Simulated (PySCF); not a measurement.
**GeB: from the state search to spectroscopic constants, part 1 of 2**

Aim: find the lowest electronic state of GeB, scan its bond at several levels of theory, and get bond length, wavenumber and dissociation energy from each curve.

Method: Ge x2c-SVPall, B x2c-SVPall, spin-free X2C with a Gaussian nucleus; program: PySCF 2.14.0.

## 1. Input

The job is set up so:

```json
{"atoms": "Ge, B", "charge": "0", "basis": "Ge x2c-SVPall, B x2c-SVPall", "Hamiltonian": "spin-free X2C with a Gaussian nucleus", "basis functions": "46", "electrons treated": "37", "masses in u": "73.9212, 11.0093", "levels": "PBE0, PBE, r²SCAN, TPSS, BP86, BLYP, HSE06, HF, MP2, SCS-MP2, CCSD, CCSD(T)", "grid": "80 radial by 434 angular points", "occupations": "held fixed by the projection of orbital angular momentum", "dissociation limit": "Ge + B, each in its ground configuration", "starting distance in angstrom": "1.975", "values of 2S to try": "1, 3"}
```

Run with:

```console
OMP_NUM_THREADS=1 python dia.py task.json out
```

After the search, every level is run at each distance in turn; below they are sorted by level.

## 2. Search for the lowest state

At the starting distance of 1.975 Å the search finds these solutions (others can lie among them):

```csv
2Ms+1,unpaired,term,E (eV),⟨S²⟩,⟨Lz²⟩,μ (D)
4,"σ ↑, π ↑↑",⁴Σ⁻,0.00,3.75,0.00,-0.80
2,"σ ↓, π ↑↑",not assigned,0.35,1.77,0.00,-0.82
2,"σ ↑, π ↑↓",not assigned,0.40,1.76,2.01,-0.82
2,σ ↑,not assigned,1.10,0.78,2.00,-0.79
2,π ↑,²Π,1.22,0.80,1.00,-0.68
2,π ↑,²Π,1.81,0.75,1.00,-2.58
```

6 of 11 solutions are listed, lowest first.

A term symbol stands only where ⟨S²⟩ and ⟨Lz²⟩ are near those of a pure state. A positive dipole means Ge(−)B(+).

Followed over a short scan are these candidates:

```csv
2Ms+1,unpaired,R at minimum (Å),energy at minimum (eV)
4,"σ ↑, π ↑↑",1.98,0.00
2,"σ ↓, π ↑↑",1.99,0.35
2,"σ ↑, π ↑↓",1.99,0.40
2,σ ↑,2.01,1.09
2,π ↑,not bracketed,≤ 1.16
```

The search made 11 SCF attempts at the starting distance; with the short scans it took 10 s of wall time (1 thread of Intel Xeon Platinum 8375C at 2.90GHz (Ice Lake), shared host).

## 3. The PBE0 curve of the state that the search chose

State followed: ⁴Σ⁻ (quartet), unpaired electrons σ ↑, π ↑↑. The scan is laid around 1.979 Å.

Log of the SCF at 1.979 Å:

```text
******** <class 'pyscf.dft.uks_symm.SymAdaptedUKS'> ********
method = SymAdaptedUKS
initial guess = minao
damping factor = 0
level_shift factor = 0
DIIS = <class 'pyscf.scf.diis.CDIIS'>
diis_start_cycle = 1
diis_space = 10
diis_damp = 0
SCF conv_tol = 1e-09
SCF conv_tol_grad = None
SCF max_cycles = 60
direct_scf = False
max_memory 909 MB (current use 274 MB)
number electrons alpha = 20  beta = 17
XC library pyscf.dft.libxc version 7.0.0
    S. Lehtola, C. Steigemann, M. J.T. Oliveira, and M. A.L. Marques.,  SoftwareX 7, 1–5 (2018)
XC functionals = PBE0
    C. Adamo and V. Barone.,  J. Chem. Phys. 110, 6158 (1999)
    M. Ernzerhof and G. E. Scuseria.,  J. Chem. Phys. 110, 5029 (1999)
small_rho_cutoff = 0
Overwritten attributes  get_hcore get_k get_j get_occ get_jk  of <class 'pyscf.dft.uks_symm.SymAdaptedUKS'>
<class 'pyscf.dft.uks_symm.SymAdaptedUKS'> does not have attributes  refdm
Set gradient conv threshold to 3.16228e-05
init E= -2122.80787791753
cycle= 1 E= -2122.80885735075  delta_E= -0.000979  |g|= 0.00116  |ddm|= 0.00403
cycle= 2 E= -2122.80885491024  delta_E= 2.44e-06  |g|= 0.00198  |ddm|= 0.00534
cycle= 3 E= -2122.80885880989  delta_E= -3.9e-06  |g|= 0.000232  |ddm|= 0.00364
cycle= 4 E= -2122.80885885737  delta_E= -4.75e-08  |g|= 6.84e-05  |ddm|= 0.000434
cycle= 5 E= -2122.80885886539  delta_E= -8.02e-09  |g|= 4.3e-05  |ddm|= 0.000185
cycle= 6 E= -2122.80885887276  delta_E= -7.37e-09  |g|= 8.49e-06  |ddm|= 0.000276
cycle= 7 E= -2122.80885887316  delta_E= -3.94e-10  |g|= 1.26e-06  |ddm|= 8.33e-05
Extra cycle  E= -2122.80885887315  delta_E= 4.55e-13  |g|= 1.28e-06  |ddm|= 4.67e-06
converged SCF energy = -2122.80885887315  <S^2> = 3.7516782  2S+1 = 4.000839
```

The curve and what changes along it:

```csv
R (Å),E (eV),μ (D),Mulliken charge of Ge (e),Mayer bond order,⟨S²⟩,HOMO (eV),LUMO (eV)
1.7019,0.8829,-0.45,0.16,1.93,3.75,-6.50,-3.59
1.7811,0.3891,-0.57,0.15,1.92,3.75,-6.54,-3.45
1.8603,0.1182,-0.68,0.14,1.91,3.75,-6.57,-3.33
1.9196,0.0240,-0.75,0.13,1.89,3.75,-6.59,-3.25
1.9790,0.0000,-0.81,0.12,1.87,3.75,-6.58,-3.18
2.0384,0.0298,-0.86,0.11,1.84,3.75,-6.45,-3.11
2.1175,0.1302,-0.90,0.10,1.80,3.75,-6.31,-3.02
2.2165,0.3200,-0.91,0.09,1.73,3.75,-6.14,-2.93
2.3352,0.5980,-0.87,0.07,1.65,3.75,-5.98,-2.84
2.4935,0.9963,-0.73,0.05,1.54,3.76,-5.79,-2.92
```

Constants from the curve: Re = 1.973 Å, ωe = 665 cm⁻¹, ωexe = 4.28 cm⁻¹, αe = 0.00378 cm⁻¹, Be = 0.4519 cm⁻¹, De = 3.31 eV, μ = -0.80 D.

Orbitals nearest the gap at 1.979 Å:

```csv
spin,orbital,ε (eV),filled,made of
β,σ,-32.94,yes,Ge d 100 %
β,π,-32.92,yes,Ge d 100 %
β,π,-32.92,yes,Ge d 100 %
α,σ,-15.76,yes,"Ge s 63 %, B s 26 %"
β,σ,-13.82,yes,"Ge s 67 %, B s 23 %"
α,σ,-10.26,yes,"B s 54 %, Ge s 28 %, Ge p 14 %"
β,σ,-8.18,yes,"B s 45 %, Ge p 28 %, Ge s 27 %"
α,σ,-6.60,yes,"B p 51 %, Ge p 34 %, B s 8 %"
α,π,-6.58,yes,"Ge p 55 %, B p 43 %"
α,π,-6.58,yes,"Ge p 55 %, B p 43 %"
β,π,-3.18,no,"Ge p 65 %, B p 34 %"
β,π,-3.18,no,"Ge p 65 %, B p 34 %"
α,π,-1.65,no,"B p 52 %, Ge p 46 %"
α,π,-1.65,no,"B p 52 %, Ge p 46 %"
```

Polarisability there: 77.5 bohr³ along the bond, 30.5 across it. Without diffuse functions these come out too small, above all across the bond.

## 4. Orbitals, density and potential

The fields below are evaluated on a grid from the run's orbitals.

Frontier orbitals at PBE0 (alpha spin), with the share of their density that lies nearest to each atom:

```csv
orbital,energy (eV),lies on
HOMO-1,-6.58,Ge1 50 %; B2 50 %
HOMO,-6.58,Ge1 50 %; B2 50 %
LUMO,-1.65,B2 52 %; Ge1 48 %
```

ELF in a plane through or near 2 of the atoms.

Ten even steps from '0' (0.00) to '9' (0.98):
```
0000000111111111000000000000
0000012222222222211110000000
0001233444433333333222100000
0012356666654334455554421000
0123467777665445566666542100
0234688876555566777788764310
1356898754334677778899886520
1467997422222678757899987630
2478996245641578211599998741
2578986265762477295299998741
2578986265662477295299998741
2478996245641578211599998741
1467997422222678757899987630
1356898754334677778899886520
0234688876555566777788764310
0123467777665445566666542100
0012356666654334455554421000
0001233444433333333322100000
0000012222222222211110000000
0000000111111111000000000000
```
The map spans 7.2 Å across and 5.2 Å up, centred on the molecule. Atoms in the plane (x, y in Å): Ge1 (-1.0, 0.0), B2 (1.0, 0.0).

log10 of the density (e/Å³) in the same plane.

Values, 10 rows by 14 columns:
```
-4.0 -3.5 -3.2 -2.8 -2.6 -2.6 -2.6 -2.6 -2.7 -2.9 -3.0 -3.3 -3.8 -4.0
-3.5 -2.8 -2.5 -2.1 -1.9 -1.8 -1.9 -1.9 -2.0 -2.1 -2.2 -2.6 -3.1 -3.5
-3.1 -2.4 -2.0 -1.6 -1.3 -1.2 -1.3 -1.4 -1.4 -1.5 -1.7 -2.1 -2.6 -3.1
-2.7 -2.0 -1.5 -0.9 -0.5 -0.4 -0.6 -0.7 -0.7 -0.7 -0.9 -1.5 -2.2 -2.7
-2.5 -1.8 -1.2 -0.5  0.7  1.4  0.1 -0.2 -0.1 -0.1 -0.4 -1.0 -1.9 -2.4
-2.5 -1.7 -1.1 -0.4  1.2  3.9  0.3 -0.1  0.6  0.7 -0.3 -1.0 -1.8 -2.4
-2.6 -1.9 -1.3 -0.6  0.0  0.3 -0.3 -0.4 -0.4 -0.4 -0.6 -1.2 -2.0 -2.5
-2.9 -2.2 -1.8 -1.2 -0.9 -0.8 -0.9 -1.0 -1.0 -1.1 -1.3 -1.8 -2.4 -2.9
-3.2 -2.6 -2.2 -1.7 -1.5 -1.4 -1.5 -1.6 -1.6 -1.7 -1.8 -2.2 -2.7 -3.2
-3.8 -3.1 -2.8 -2.4 -2.2 -2.2 -2.2 -2.3 -2.3 -2.5 -2.6 -2.9 -3.4 -3.8
```
The map spans 7.2 Å across and 5.2 Å up, centred on the molecule. Atoms in the plane (x, y in Å): Ge1 (-1.0, 0.0), B2 (1.0, 0.0).

On the surface of density 0.002 e/bohr³ the electrostatic potential runs, from the 1st to the 99th percentile, from -0.33 V near B2 to 0.80 V near Ge1.

The spin density lies nearest to B2 59 %; Ge1 41 %.

## 5. Other states along the same grid

State 2: Ms = 0.5 determinant of mixed spin (⟨S²⟩ = 1.77), unpaired electrons σ ↓, π ↑↑, an excited solution.

Output of the SCF at 1.979 Å:

```text
******** <class 'pyscf.dft.uks_symm.SymAdaptedUKS'> ********
method = SymAdaptedUKS
initial guess = minao
damping factor = 0
level_shift factor = 0
DIIS = <class 'pyscf.scf.diis.CDIIS'>
diis_start_cycle = 1
diis_space = 10
diis_damp = 0
SCF conv_tol = 1e-09
SCF conv_tol_grad = None
SCF max_cycles = 60
direct_scf = False
max_memory 909 MB (current use 319 MB)
number electrons alpha = 19  beta = 18
XC library pyscf.dft.libxc version 7.0.0
    S. Lehtola, C. Steigemann, M. J.T. Oliveira, and M. A.L. Marques.,  SoftwareX 7, 1–5 (2018)
XC functionals = PBE0
    C. Adamo and V. Barone.,  J. Chem. Phys. 110, 6158 (1999)
    M. Ernzerhof and G. E. Scuseria.,  J. Chem. Phys. 110, 5029 (1999)
small_rho_cutoff = 0
Set gradient conv threshold to 3.16228e-05
init E= -2122.79511025932
cycle= 1 E= -2122.79608191716  delta_E= -0.000972  |g|= 0.000659  |ddm|= 0.00385
cycle= 2 E= -2122.79608207312  delta_E= -1.56e-07  |g|= 0.0006  |ddm|= 0.00209
cycle= 3 E= -2122.7960823669  delta_E= -2.94e-07  |g|= 0.000214  |ddm|= 0.00131
cycle= 4 E= -2122.79608241497  delta_E= -4.81e-08  |g|= 8.11e-05  |ddm|= 0.000495
cycle= 5 E= -2122.79608241852  delta_E= -3.56e-09  |g|= 2.18e-05  |ddm|= 9.01e-05
cycle= 6 E= -2122.79608241962  delta_E= -1.1e-09  |g|= 3.47e-06  |ddm|= 9.3e-05
cycle= 7 E= -2122.79608241967  delta_E= -4.46e-11  |g|= 3.18e-07  |ddm|= 2.44e-05
Extra cycle  E= -2122.79608241967  delta_E= -1.82e-12  |g|= 9.58e-08  |ddm|= 1.09e-06
converged SCF energy = -2122.79608241967  <S^2> = 1.7683123  2S+1 = 2.8413464
```

Re = 1.985 Å, ωe = 656 cm⁻¹; the determinant mixes terms (⟨S²⟩ = 1.77, ⟨Lz²⟩ = 0.00), so these belong to no real state. Its minimum lies 0.35 eV above that of the lowest state.

State 3: Ms = 0.5 determinant of mixed spin (⟨S²⟩ = 1.76), unpaired electrons σ ↑, π ↑↓, an excited solution.

Log of the SCF at 1.979 Å:

```text
******** <class 'pyscf.dft.uks_symm.SymAdaptedUKS'> ********
method = SymAdaptedUKS
initial guess = minao
damping factor = 0
level_shift factor = 0
DIIS = <class 'pyscf.scf.diis.CDIIS'>
diis_start_cycle = 1
diis_space = 10
diis_damp = 0
SCF conv_tol = 1e-09
SCF conv_tol_grad = None
SCF max_cycles = 60
direct_scf = False
max_memory 909 MB (current use 285 MB)
number electrons alpha = 19  beta = 18
XC library pyscf.dft.libxc version 7.0.0
    S. Lehtola, C. Steigemann, M. J.T. Oliveira, and M. A.L. Marques.,  SoftwareX 7, 1–5 (2018)
XC functionals = PBE0
    C. Adamo and V. Barone.,  J. Chem. Phys. 110, 6158 (1999)
    M. Ernzerhof and G. E. Scuseria.,  J. Chem. Phys. 110, 5029 (1999)
small_rho_cutoff = 0
Set gradient conv threshold to 3.16228e-05
init E= -2122.79308278307
cycle= 1 E= -2122.79403241926  delta_E= -0.00095  |g|= 0.000672  |ddm|= 0.00366
cycle= 2 E= -2122.79403246487  delta_E= -4.56e-08  |g|= 0.000693  |ddm|= 0.00226
cycle= 3 E= -2122.79403287803  delta_E= -4.13e-07  |g|= 0.000259  |ddm|= 0.00154
cycle= 4 E= -2122.79403294644  delta_E= -6.84e-08  |g|= 7.88e-05  |ddm|= 0.000546
cycle= 5 E= -2122.79403295078  delta_E= -4.34e-09  |g|= 2.77e-05  |ddm|= 0.000107
cycle= 6 E= -2122.79403295335  delta_E= -2.57e-09  |g|= 5.92e-06  |ddm|= 0.000146
cycle= 7 E= -2122.7940329536  delta_E= -2.43e-10  |g|= 1.75e-06  |ddm|= 5.26e-05
Extra cycle  E= -2122.79403295361  delta_E= -1.73e-11  |g|= 1.17e-06  |ddm|= 8.65e-06
converged SCF energy = -2122.79403295361  <S^2> = 1.7595701  2S+1 = 2.8351862
```

Re = 1.984 Å, ωe = 656 cm⁻¹; the determinant mixes terms (⟨S²⟩ = 1.76, ⟨Lz²⟩ = 2.01), so these belong to no real state. Its minimum lies 0.40 eV above that of the lowest state.

State 4: doublet, unpaired electrons σ ↑, an excited solution.

Output of the SCF at 1.979 Å:

```text
******** <class 'pyscf.dft.uks_symm.SymAdaptedUKS'> ********
method = SymAdaptedUKS
initial guess = minao
damping factor = 0
level_shift factor = 0
DIIS = <class 'pyscf.scf.diis.CDIIS'>
diis_start_cycle = 1
diis_space = 10
diis_damp = 0
SCF conv_tol = 1e-09
SCF conv_tol_grad = None
SCF max_cycles = 60
direct_scf = False
max_memory 909 MB (current use 285 MB)
number electrons alpha = 19  beta = 18
XC library pyscf.dft.libxc version 7.0.0
    S. Lehtola, C. Steigemann, M. J.T. Oliveira, and M. A.L. Marques.,  SoftwareX 7, 1–5 (2018)
XC functionals = PBE0
    C. Adamo and V. Barone.,  J. Chem. Phys. 110, 6158 (1999)
    M. Ernzerhof and G. E. Scuseria.,  J. Chem. Phys. 110, 5029 (1999)
small_rho_cutoff = 0
Set gradient conv threshold to 3.16228e-05
init E= -2122.76762750206
cycle= 1 E= -2122.76853154142  delta_E= -0.000904  |g|= 0.000681  |ddm|= 0.00365
cycle= 2 E= -2122.76853153786  delta_E= 3.56e-09  |g|= 0.00072  |ddm|= 0.00233
cycle= 3 E= -2122.76853198531  delta_E= -4.47e-07  |g|= 0.000292  |ddm|= 0.0016
cycle= 4 E= -2122.76853207167  delta_E= -8.64e-08  |g|= 7.02e-05  |ddm|= 0.000566
cycle= 5 E= -2122.76853207602  delta_E= -4.35e-09  |g|= 2.64e-05  |ddm|= 0.000102
cycle= 6 E= -2122.76853208038  delta_E= -4.36e-09  |g|= 1.39e-05  |ddm|= 0.000166
cycle= 7 E= -2122.7685320827  delta_E= -2.32e-09  |g|= 7.96e-06  |ddm|= 0.000142
cycle= 8 E= -2122.76853208389  delta_E= -1.19e-09  |g|= 3.07e-06  |ddm|= 0.000134
cycle= 9 E= -2122.76853208409  delta_E= -2.04e-10  |g|= 4.87e-07  |ddm|= 7.7e-05
Extra cycle  E= -2122.7685320841  delta_E= -3.18e-12  |g|= 6.62e-07  |ddm|= 2.51e-06
converged SCF energy = -2122.7685320841  <S^2> = 0.7797638  2S+1 = 2.0295456
```

Re = 2.004 Å, ωe = 636 cm⁻¹; the determinant mixes terms (⟨S²⟩ = 0.78, ⟨Lz²⟩ = 2.00), so these belong to no real state. Its minimum lies 1.09 eV above that of the lowest state.

Energy (eV) from the lowest point of the lowest state:

```csv
R (Å),lowest,state 2,state 3,state 4
1.702,0.883,1.286,1.342,2.140
1.781,0.389,0.776,0.831,1.595
1.860,0.118,0.489,0.544,1.277
1.920,0.024,0.383,0.438,1.151
1.979,0.000,0.348,0.403,1.097
2.038,0.030,0.368,0.424,1.100
2.118,0.130,0.458,0.514,1.169
2.216,0.320,0.639,0.695,1.324
2.335,0.598,0.914,0.968,1.562
2.494,0.996,1.316,1.366,1.906
```

## 6. PBE

Output of the SCF at 1.979 Å:

```text
******** <class 'pyscf.dft.uks_symm.SymAdaptedUKS'> ********
method = SymAdaptedUKS
initial guess = minao
damping factor = 0
level_shift factor = 0
DIIS = <class 'pyscf.scf.diis.CDIIS'>
diis_start_cycle = 1
diis_space = 10
diis_damp = 0
SCF conv_tol = 1e-09
SCF conv_tol_grad = None
SCF max_cycles = 60
direct_scf = False
max_memory 909 MB (current use 285 MB)
number electrons alpha = 20  beta = 17
XC library pyscf.dft.libxc version 7.0.0
    S. Lehtola, C. Steigemann, M. J.T. Oliveira, and M. A.L. Marques.,  SoftwareX 7, 1–5 (2018)
XC functionals = PBE
    J. P. Perdew, K. Burke, and M. Ernzerhof.,  Phys. Rev. Lett. 77, 3865 (1996)
    J. P. Perdew, K. Burke, and M. Ernzerhof.,  Phys. Rev. Lett. 78, 1396 (1997)
    J. P. Perdew, K. Burke, and M. Ernzerhof.,  Phys. Rev. Lett. 77, 3865 (1996)
    J. P. Perdew, K. Burke, and M. Ernzerhof.,  Phys. Rev. Lett. 78, 1396 (1997)
small_rho_cutoff = 0
Set gradient conv threshold to 3.16228e-05
init E= -2122.77831641863
cycle= 1 E= -2122.77869853631  delta_E= -0.000382  |g|= 0.0682  |ddm|= 0.0966
cycle= 2 E= -2122.77286344702  delta_E= 0.00584  |g|= 0.117  |ddm|= 0.171
cycle= 3 E= -2122.77758841814  delta_E= -0.00472  |g|= 0.0445  |ddm|= 0.204
cycle= 4 E= -2122.77981360386  delta_E= -0.00223  |g|= 0.00127  |ddm|= 0.076
cycle= 5 E= -2122.77981478969  delta_E= -1.19e-06  |g|= 0.000282  |ddm|= 0.00328
cycle= 6 E= -2122.77981489811  delta_E= -1.08e-07  |g|= 0.000104  |ddm|= 0.000803
cycle= 7 E= -2122.77981491238  delta_E= -1.43e-08  |g|= 2.59e-05  |ddm|= 0.000394
cycle= 8 E= -2122.7798149134  delta_E= -1.02e-09  |g|= 5.28e-06  |ddm|= 8.72e-05
cycle= 9 E= -2122.77981491343  delta_E= -3.14e-11  |g|= 8.76e-07  |ddm|= 1.56e-05
Extra cycle  E= -2122.77981491343  delta_E= 2.27e-12  |g|= 1.25e-06  |ddm|= 4.89e-06
converged SCF energy = -2122.77981491343  <S^2> = 3.7511285  2S+1 = 4.0005642
```

Re = 1.999 Å, ωe = 627 cm⁻¹, ωexe = 4.06 cm⁻¹, αe = 0.00381 cm⁻¹, Be = 0.4402 cm⁻¹, De = 3.54 eV, μ = -0.97 D. 6.2 s of CPU time for 12 points, integrals apart.

## 7. r²SCAN (meta-GGA)

Log of the SCF at 1.979 Å:

```text
******** <class 'pyscf.dft.uks_symm.SymAdaptedUKS'> ********
method = SymAdaptedUKS
initial guess = minao
damping factor = 0
level_shift factor = 0
DIIS = <class 'pyscf.scf.diis.CDIIS'>
diis_start_cycle = 1
diis_space = 10
diis_damp = 0
SCF conv_tol = 1e-09
SCF conv_tol_grad = None
SCF max_cycles = 60
direct_scf = False
max_memory 909 MB (current use 285 MB)
number electrons alpha = 20  beta = 17
XC library pyscf.dft.libxc version 7.0.0
    S. Lehtola, C. Steigemann, M. J.T. Oliveira, and M. A.L. Marques.,  SoftwareX 7, 1–5 (2018)
XC functionals = R2SCAN
    J. W. Furness, A. D. Kaplan, J. Ning, J. P. Perdew, and J. Sun.,  J. Phys. Chem. Lett. 11, 8208-8215 (2020)
    J. W. Furness, A. D. Kaplan, J. Ning, J. P. Perdew, and J. Sun.,  J. Phys. Chem. Lett. 11, 9248-9248 (2020)
    J. W. Furness, A. D. Kaplan, J. Ning, J. P. Perdew, and J. Sun.,  J. Phys. Chem. Lett. 11, 8208-8215 (2020)
    J. W. Furness, A. D. Kaplan, J. Ning, J. P. Perdew, and J. Sun.,  J. Phys. Chem. Lett. 11, 9248-9248 (2020)
small_rho_cutoff = 0
Set gradient conv threshold to 3.16228e-05
init E= -2123.08175404956
cycle= 1 E= -2123.08230835223  delta_E= -0.000554  |g|= 0.0187  |ddm|= 0.0972
cycle= 2 E= -2123.08018161267  delta_E= 0.00213  |g|= 0.0467  |ddm|= 0.114
cycle= 3 E= -2123.0826447538  delta_E= -0.00246  |g|= 0.00859  |ddm|= 0.0873
cycle= 4 E= -2123.08266431813  delta_E= -1.96e-05  |g|= 0.000802  |ddm|= 0.00657
cycle= 5 E= -2123.0826659124  delta_E= -1.59e-06  |g|= 0.000201  |ddm|= 0.00438
cycle= 6 E= -2123.08266598689  delta_E= -7.45e-08  |g|= 4.43e-05  |ddm|= 0.000906
cycle= 7 E= -2123.08266599094  delta_E= -4.06e-09  |g|= 1.68e-05  |ddm|= 0.000173
cycle= 8 E= -2123.08266599132  delta_E= -3.82e-10  |g|= 3.06e-06  |ddm|= 5.01e-05
Extra cycle  E= -2123.0826659913  delta_E= 2.27e-11  |g|= 5.61e-06  |ddm|= 1.45e-05
converged SCF energy = -2123.0826659913  <S^2> = 3.7533906  2S+1 = 4.001695
```

Re = 1.975 Å, ωe = 665 cm⁻¹, ωexe = 4.17 cm⁻¹, αe = 0.00372 cm⁻¹, Be = 0.4512 cm⁻¹, De = 3.52 eV, μ = -0.61 D. 8.5 s of CPU time for 12 points, integrals apart.

## 8. TPSS (meta-GGA)

The SCF at the reference distance, 1.979 Å, printed:

```text
******** <class 'pyscf.dft.uks_symm.SymAdaptedUKS'> ********
method = SymAdaptedUKS
initial guess = minao
damping factor = 0
level_shift factor = 0
DIIS = <class 'pyscf.scf.diis.CDIIS'>
diis_start_cycle = 1
diis_space = 10
diis_damp = 0
SCF conv_tol = 1e-09
SCF conv_tol_grad = None
SCF max_cycles = 60
direct_scf = False
max_memory 909 MB (current use 297 MB)
number electrons alpha = 20  beta = 17
XC library pyscf.dft.libxc version 7.0.0
    S. Lehtola, C. Steigemann, M. J.T. Oliveira, and M. A.L. Marques.,  SoftwareX 7, 1–5 (2018)
XC functionals = TPSS
    J. Tao, J. P. Perdew, V. N. Staroverov, and G. E. Scuseria.,  Phys. Rev. Lett. 91, 146401 (2003)
    J. P. Perdew, J. Tao, V. N. Staroverov, and G. E. Scuseria.,  J. Chem. Phys. 120, 6898 (2004)
    J. Tao, J. P. Perdew, V. N. Staroverov, and G. E. Scuseria.,  Phys. Rev. Lett. 91, 146401 (2003)
    J. P. Perdew, J. Tao, V. N. Staroverov, and G. E. Scuseria.,  J. Chem. Phys. 120, 6898 (2004)
small_rho_cutoff = 0
Set gradient conv threshold to 3.16228e-05
init E= -2123.09453959941
cycle= 1 E= -2123.09499377975  delta_E= -0.000454  |g|= 0.0733  |ddm|= 0.0754
cycle= 2 E= -2123.09247962979  delta_E= 0.00251  |g|= 0.105  |ddm|= 0.117
cycle= 3 E= -2123.09478202857  delta_E= -0.0023  |g|= 0.0331  |ddm|= 0.14
cycle= 4 E= -2123.09601160869  delta_E= -0.00123  |g|= 0.00107  |ddm|= 0.0569
cycle= 5 E= -2123.09601233683  delta_E= -7.28e-07  |g|= 0.000202  |ddm|= 0.00229
cycle= 6 E= -2123.09601237385  delta_E= -3.7e-08  |g|= 5.98e-05  |ddm|= 0.000422
cycle= 7 E= -2123.09601237769  delta_E= -3.84e-09  |g|= 6.71e-06  |ddm|= 0.00013
cycle= 8 E= -2123.09601237774  delta_E= -5.37e-11  |g|= 1.37e-06  |ddm|= 2.49e-05
Extra cycle  E= -2123.09601237773  delta_E= 7.28e-12  |g|= 3.03e-06  |ddm|= 8.87e-06
converged SCF energy = -2123.09601237773  <S^2> = 3.7520377  2S+1 = 4.0010187
```

Re = 1.993 Å, ωe = 636 cm⁻¹, ωexe = 4.14 cm⁻¹, αe = 0.00380 cm⁻¹, Be = 0.4430 cm⁻¹, De = 3.33 eV, μ = -0.84 D. 9.1 s of CPU time for 12 points, integrals apart.

## 9. BP86

Output of the SCF at 1.979 Å:

```text
******** <class 'pyscf.dft.uks_symm.SymAdaptedUKS'> ********
method = SymAdaptedUKS
initial guess = minao
damping factor = 0
level_shift factor = 0
DIIS = <class 'pyscf.scf.diis.CDIIS'>
diis_start_cycle = 1
diis_space = 10
diis_damp = 0
SCF conv_tol = 1e-09
SCF conv_tol_grad = None
SCF max_cycles = 60
direct_scf = False
max_memory 909 MB (current use 297 MB)
number electrons alpha = 20  beta = 17
XC library pyscf.dft.libxc version 7.0.0
    S. Lehtola, C. Steigemann, M. J.T. Oliveira, and M. A.L. Marques.,  SoftwareX 7, 1–5 (2018)
XC functionals = B88,P86
    A. D. Becke.,  Phys. Rev. A 38, 3098 (1988)
    J. P. Perdew.,  Phys. Rev. B 33, 8822 (1986)
small_rho_cutoff = 0
Set gradient conv threshold to 3.16228e-05
init E= -2123.4119885361
cycle= 1 E= -2123.41280917557  delta_E= -0.000821  |g|= 0.0651  |ddm|= 0.102
cycle= 2 E= -2123.41088357099  delta_E= 0.00193  |g|= 0.0934  |ddm|= 0.101
cycle= 3 E= -2123.41242635115  delta_E= -0.00154  |g|= 0.0324  |ddm|= 0.126
cycle= 4 E= -2123.41359080811  delta_E= -0.00116  |g|= 0.0011  |ddm|= 0.0556
cycle= 5 E= -2123.4135917045  delta_E= -8.96e-07  |g|= 0.000322  |ddm|= 0.00313
cycle= 6 E= -2123.41359187972  delta_E= -1.75e-07  |g|= 0.000109  |ddm|= 0.00102
cycle= 7 E= -2123.41359189595  delta_E= -1.62e-08  |g|= 2.14e-05  |ddm|= 0.000455
cycle= 8 E= -2123.41359189653  delta_E= -5.85e-10  |g|= 3.74e-06  |ddm|= 5.57e-05
Extra cycle  E= -2123.41359189643  delta_E= 9.82e-11  |g|= 1.04e-05  |ddm|= 2.76e-05
converged SCF energy = -2123.41359189643  <S^2> = 3.7513839  2S+1 = 4.0006919
```

Re = 2.004 Å, ωe = 619 cm⁻¹, ωexe = 4.09 cm⁻¹, αe = 0.00386 cm⁻¹, Be = 0.4381 cm⁻¹, De = 3.44 eV, μ = -0.92 D.

(Continued in part 2 of 2.)
